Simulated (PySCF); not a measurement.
**Ga⁻ (triplet) at other levels of theory**

Starting from one script, swap the method and compare what comes out for Ga⁻ (triplet).

Method: method and basis as typed in the scripts; program: PySCF 2.14.0.

## 1. The atom

Ga⁻ (triplet): 1 atom, charge -1, spin multiplicity 3.

## 2. The run that the others are compared with

The input, input.py:

```python
from pyscf import gto, scf, mp

mol = gto.M(
    atom='Ga 0 0 0',
    basis='def2-tzvp',
    charge=-1,
    spin=2,
    verbose=3,
)
mf = scf.UHF(mol)
mf.kernel()
mp.MP2(mf, frozen=9).kernel()
mf.dip_moment()
print('orbital energies (hartree):', [e[max(0, n-3):n+3].round(4) for e, n in zip(mf.mo_energy, mol.nelec)])
```

Launch:

```bash
$ python input.py
```

## 3. CCSD

Run 1 changes step after the SCF: mp2 → ccsd.

input.py: that of step 2 with these lines changed.

```diff
@@ -1,2 +1,2 @@
-from pyscf import gto, scf, mp
+from pyscf import gto, scf, cc
 
@@ -11,3 +11,4 @@
 mf.kernel()
-mp.MP2(mf, frozen=9).kernel()
+mycc = cc.CCSD(mf, frozen=9)
+mycc.kernel()
 mf.dip_moment()
```

## 4. Polarisability

Run 2 changes step after the SCF: mp2 → polarizability.

input.py: that of step 2 with these lines changed.

```diff
@@ -1,2 +1,3 @@
-from pyscf import gto, scf, mp
+from pyscf import gto, scf
+from pyscf.prop.polarizability import uhf as pol
 
@@ -11,3 +12,4 @@
 mf.kernel()
-mp.MP2(mf, frozen=9).kernel()
+print('polarizability (a.u.)')
+print(pol.Polarizability(mf).polarizability().round(4))
 mf.dip_moment()
```

## 5. Hcth407 (UKS)

Run 3 changes functional: none (Hartree–Fock) → hcth407; SCF type: UHF → UKS; step after the SCF: mp2 → analyze.

The input, input.py:

```python
from pyscf import gto, dft

mol = gto.M(
    atom='Ga 0 0 0',
    basis='def2-tzvp',
    charge=-1,
    spin=2,
    verbose=3,
)
mf = dft.UKS(mol, xc='hcth407')
mf.kernel()
mf.analyze()
print('orbital energies (hartree):', [e[max(0, n-3):n+3].round(4) for e, n in zip(mf.mo_energy, mol.nelec)])
```

## 6. SCF alone

Run 4 changes step after the SCF: mp2 → none.

input.py: that of step 2 with these lines changed.

```diff
@@ -1,2 +1,2 @@
-from pyscf import gto, scf, mp
+from pyscf import gto, scf
 
@@ -11,3 +11,2 @@
 mf.kernel()
-mp.MP2(mf, frozen=9).kernel()
 mf.dip_moment()
```

## 7. TDA

Run 5 changes step after the SCF: mp2 → tda; number of roots: none → 4.

input.py: that of step 2 with these lines changed.

```diff
@@ -1,2 +1,2 @@
-from pyscf import gto, scf, mp
+from pyscf import gto, scf, tdscf
 
@@ -11,3 +11,6 @@
 mf.kernel()
-mp.MP2(mf, frozen=9).kernel()
+td = tdscf.TDA(mf)
+td.nstates = 4
+td.kernel()
+td.analyze()
 mf.dip_moment()
```

Q: Predict the outcome of this session. Wanted: for each run, E(SCF); from base; gap, α spin; after the SCF.

As calculated:

```csv
run,E(SCF) (hartree),from base (eV),"gap, α spin (eV)",after the SCF
base,-1923.206850,0,6.10,"MP2 correlation -5.142 eV, core frozen"
CCSD,-1923.206850,0.0000,6.10,"CCSD correlation -5.253 eV, core frozen"
polarisability,-1923.206850,0.0000,6.10,n/a
hcth407 (UKS),-1925.834181,not comparable,0.27,n/a
SCF alone,-1923.206850,0.0000,6.10,n/a
TDA,-1923.206850,0.0000,6.10,lowest root found 0.17 eV
```

**Reading.** The highest filled level of this anion is positive: the basis lacks diffuse functions or the electron is not bound, so these numbers hang on the basis. On the same reference and core, CCSD gains 5.25 eV in 2.4 s; MP2 reaches 98 % of that in 0.86 s. Total energies of different functionals can't be compared with each other; differences within one functional can.
